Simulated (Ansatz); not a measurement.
# r2SCAN/6-31G(d) (spherical functions) run of GaSiH3F2 (SMILES [F][Ga]([F])[SiH3])

What is the vertical singlet–triplet gap of GaSiH3F2 at r2SCAN/6-31G* (spherical functions)? 

Program for the calculation: Ansatz 0.2.0.

78 further runs of the same task are left out: 1 that didn't finish, 77 set aside as unsound or not needed. Runs told in other sessions of the task aren't counted.

### Step 1. The structure to begin with

GaSiH3F2 has 7 atoms, charge 0, and is taken as a singlet. SMILES: `[F][Ga]([F])[SiH3]`. Geometry: relaxed at PBE0-D4/def2-TZVP.

Bond lengths: F1–Ga2 1.750 Å, Ga2–F3 1.749 Å, Ga2–Si4 2.387 Å, Si4–H5 1.483 Å, Si4–H6 1.483 Å, Si4–H7 1.484 Å. Angles: F1–Ga2–F3 110.4°, F1–Ga2–Si4 124.5°, F3–Ga2–Si4 125.2°, Ga2–Si4–H5 109.3°, Ga2–Si4–H6 108.8°, Ga2–Si4–H7 107.8°, H5–Si4–H6 110.6°, H5–Si4–H7 110.2°, H6–Si4–H7 110.0°.

### Step 2. A single-point energy at r2SCAN/6-31G(d) (spherical functions)

File molecule.yaml:

```yaml
basis:
  gaussian:
    orbitals: 6-31G_st_-spherical.json
crystal:
  periodic: [false, false, false]
  atoms:
    - {symbol: F, position_ang: [0.337700, -1.716900, 2.042000]}
    - {symbol: Ga, position_ang: [0.749800, -0.872200, 0.566000]}
    - {symbol: F, position_ang: [2.304600, -1.409500, -0.029300]}
    - {symbol: Si, position_ang: [-0.636100, 0.761900, -0.486900]}
    - {symbol: H, position_ang: [0.191200, 1.594100, -1.392900]}
    - {symbol: H, position_ang: [-1.267600, 1.599600, 0.561500]}
    - {symbol: H, position_ang: [-1.679500, 0.043100, -1.260400]}
accuracy: high
hamiltonian:
  xc: {name: r2SCAN}
output: {orbitals: {seedname: orbitals}}
```

The basis set 6-31G* is read from a file made from the Basis Set Exchange's data (not shown).

Started as:

```bash
$ ansatz run molecule.yaml --threads 1 --pin off --max-ram 3480MiB --events-out events.jsonl --progress --plain --runs-dir runs
```

The log of the run:

```text
Warning: RAYON_NUM_THREADS=1 ignored (pool sized by the plan → 1); use --threads N
Functional definition: r2SCAN
  name "r2SCAN"
  parameter k0 = 0.174
  parameter k1 = 0.065
  parameter a1 = 4.9479
  exchange = r2scan_x(k0 = k0, k1 = k1, a1 = a1)
  correlation = r2scan_c
1770 factors; integrals over basis functions are off by at most 5.7e-9 eV
mean field evaluation 1: about -65724.5072 eV, gradient 5.3e1 eV
mean field evaluation 2: about -65699.9471 eV, gradient 1.3e2 eV
mean field evaluation 4: about -65728.8131 eV, gradient 6.3e0 eV
mean field evaluation 8: about -65728.8643 eV, gradient 6.5e-2 eV
mean field evaluation 16: about -65728.8643 eV, gradient 3.5e-6 eV
mean field -65728.86432403 eV, -2415.4912112837 hartree, gradient 1.6e-8 eV, S^2 0.000000; 0 other end points of the search recorded, 0 dependent functions left out
reference -65728.86432525 eV, -2415.4912113283 hartree; 33, 33 occupied and 51, 51 virtual orbitals, 1770 factors
Total energy: -65728.86432525 eV, -2415.4912113283 hartree
```

It took 24 s on 1 thread of Arm Neoverse N1, shared host; peak memory 0.27 GiB.

### Step 3. The triplet

Edit molecule.yaml of step 2 so:

```diff
@@ -1,4 +1 @@
-basis:
-  gaussian:
-    orbitals: 6-31G_st_-spherical.json
 crystal:
@@ -13,5 +10,7 @@
     - {symbol: H, position_ang: [-1.679500, 0.043100, -1.260400]}
+basis:
+  gaussian: {orbitals: 6-31G_st_-spherical.json}
+magnetization: {spin_polarized: true, initial_magnetization: 2}
+hamiltonian: {xc: {name: r2SCAN}}
 accuracy: high
-hamiltonian:
-  xc: {name: r2SCAN}
 output: {orbitals: {seedname: orbitals}}
```

The basis set 6-31G* is read from a file made from the Basis Set Exchange's data (not shown).

Started as:

```bash
$ ansatz run molecule.yaml --threads 1 --pin off --max-ram 3480MiB --events-out events.jsonl --progress --plain --runs-dir runs
```

The log of the run, shortened:

```text
Warning: RAYON_NUM_THREADS=1 ignored (pool sized by the plan → 1); use --threads N
[... 7 set-up lines as earlier in the session ...]
1770 factors; integrals over basis functions are off by at most 5.7e-9 eV
mean field evaluation 1: about -65719.7356 eV, gradient 3.6e1 eV
mean field evaluation 2: about -65681.6758 eV, gradient 1.1e2 eV
mean field evaluation 4: about -65723.4176 eV, gradient 9.3e0 eV
mean field evaluation 8: about -65723.7787 eV, gradient 1.3e-1 eV
mean field evaluation 16: about -65723.7689 eV, gradient 1.4e-4 eV
mean field evaluation 32: about -65719.7050 eV, gradient 1.9e1 eV
mean field -65723.76890650 eV, -2415.3039581434 hartree, gradient 1.6e-8 eV, S^2 2.004615; 6 other end points of the search recorded, 0 dependent functions left out
reference -65723.76891508 eV, -2415.3039584586 hartree; 34, 32 occupied and 50, 52 virtual orbitals, 1770 factors
Total energy: -65723.76891508 eV, -2415.3039584586 hartree
```

It took 66 s on 1 thread of Arm Neoverse N1, shared host; peak memory 0.44 GiB.

### Step 4. What came out

Level: r2SCAN/6-31G* (spherical functions).

| quantity | value |
| --- | --- |
| singlet: total energy | -2415.49121 Eh |
| singlet: HOMO energy | -7.97 eV |
| singlet: LUMO energy | -2.13 eV |
| singlet: HOMO–LUMO gap | 5.84 eV |
| triplet: total energy | -2415.30396 Eh |
| triplet: HOMO energy (highest over α and β) | -3.22 eV |
| triplet: ⟨S²⟩ | 2.005 |
| vertical energy of the triplet above the singlet | 5.095 eV |

**Reading.** At this shape the triplet lies 5.10 eV (492 kJ/mol) above the singlet.
